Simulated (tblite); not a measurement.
# CH3AlO4: the cost of one run

Computed with tblite 0.8.0 and PySCF 2.14.0; each step states its level. No surroundings beyond the atoms listed, unless a continuum is named. Atoms count from 0, parts from 1.

## 1. Starting point

9 atoms, charge 0, multiplicity 3; geometry: distance geometry start.

## 2. Relaxing the cluster with GFN2-xTB

Job settings and geometry (Å):

```
{"job": {"kind": "relax", "xc": "GFN2-xTB", "basis": "xTB"}, "charge": 0, "multiplicity": 3}
C     -2.308325     0.683530     0.804136
O     -2.115931     2.061630     0.880146
O     -2.317544    -0.703471     0.884672
Al    -0.819072    -1.788751     0.798568
O      0.761126    -1.047302     1.460194
O     -0.610635    -2.861817    -0.724495
H     -1.217061     2.492983     0.780357
H      1.103841    -0.157318     1.246251
H     -0.322812    -2.540853    -1.583139
```

With the program's defaults for keys left out, this is: GFN2-xTB geometry optimisation, gas phase.

Command:

```sh
> OMP_NUM_THREADS=1 python cluster_run.py task.json out
```

The driver reads the jobs from task.json and runs them one after another.

Q: Estimate the wall time of this first job on 1 thread of Intel Xeon at 2.50GHz, shared host.

About 7 s.
